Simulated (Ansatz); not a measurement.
Predict the output of the script below (Ansatz 0.2.0 through its Python package).

`methods_ch6se2si.py`
```python
"""One geometry of CH6Se2Si, method by method."""

import ansatz as az

BASIS_SET = "def2-SVP"

GEOMETRY = """
C    -0.68560    1.70610    0.49410
Se   -1.43660    0.03670    1.08730
Se   -1.17960   -0.91070   -1.09070
Si    1.00000   -1.66100   -0.50550
H     0.31110    1.62020    0.10830
H    -1.36520    2.15800   -0.34370
H    -0.72140    2.47330    1.32980
H     1.54880   -2.38640   -1.64220
H     1.79560   -0.51770   -0.11410
H     0.81600   -2.56970    0.67970
"""


def main() -> None:
    ch6se2si = az.Crystal.molecule()
    for line in GEOMETRY.strip().splitlines():
        symbol, *xyz = line.split()
        ch6se2si = ch6se2si.atom(symbol, [float(v) for v in xyz])

    calculation = ch6se2si.calculation().basis(gaussian=BASIS_SET)

    methods = ["mp2", "ccsd", "ccsd_t"]
    batch = az.Session.batch([calculation.correlation(m).input() for m in methods])
    reports = sorted(batch.plan().execute().molecular_reports, key=lambda each: each["member"])
    print(f"Hartree-Fock reference {reports[0]['reference_energy_ev'] / 27.211386246:.6f} Ha")
    best = reports[-1]["free_energy_ev"] - reports[-1]["reference_energy_ev"]
    for method, each in zip(methods, reports):
        gained = each["free_energy_ev"] - each["reference_energy_ev"]
        print(f"{method:8s} total {each['free_energy_ev'] / 27.211386246:.6f} Ha  correlation {gained:9.4f} eV  ({100 * gained / best:.1f} % of the last)")


if __name__ == "__main__":
    main()
```

```console
$ python methods_ch6se2si.py
Hartree-Fock reference -5129.282235 Ha
mp2      total -5130.002847 Ha  correlation  -19.6089 eV  (92.0 % of the last)
ccsd     total -5130.043460 Ha  correlation  -20.7140 eV  (97.2 % of the last)
ccsd_t   total -5130.065676 Ha  correlation  -21.3185 eV  (100.0 % of the last)
```

Caveats:
- Total energies depend on the basis set; only differences at equal settings carry meaning.
- The geometry is a force-field or estimated start, not a minimum of this method, and the basis set is short of its limit. A lower total doesn't mark the better method: functionals have no common bound, and MP2 and coupled cluster aren't variational.
- Inner cores stay frozen; a filled d shell under the valence of the heavier atoms is correlated with it.
